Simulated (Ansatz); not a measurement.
# CoSi: the cost of one run

Method: def2-QZVPP, core rule «outside noble gas», up to 14 orbitals frozen; program: Ansatz 0.2.0, Gaussian basis.

Plan: UHF; ROHF; CCSD(T) on UHF.

## 1. The geometry

The geometry is a PBE0/def2-TZVP stationary point (not a proven minimum) of the parent state, kept for this charge and spin.

2 atoms, charge 0, spin multiplicity 2.

Atoms are counted from 1 here; the program's logs count them from 0.

Bond lengths: Co1–Si2 2.231 Å.

## 2. UHF

in.yaml

```yaml
crystal:
  periodic: [false, false, false]
  atoms:
    - {symbol: Co, position_ang: [0.000000, 0.000000, 0.000000]}
    - {symbol: Si, position_ang: [0.000000, 0.000000, 2.230600]}
basis:
  gaussian: {orbitals: "def2-QZVPP.json"}
magnetization: {spin_polarized: true, initial_magnetization: 1}
hamiltonian: {xc: hf}
output: {orbitals: {seedname: orbitals}}
```

Started as:

```sh
$ ansatz run in.yaml --threads 1 --pin off --events-out ev --progress --plain --max-ram 4096MiB --backend cpu
```

What time and memory should one allow on 1 thread of AMD EPYC 7R13, shared host?

About 1.8 min, with a peak of 0.56 GiB.
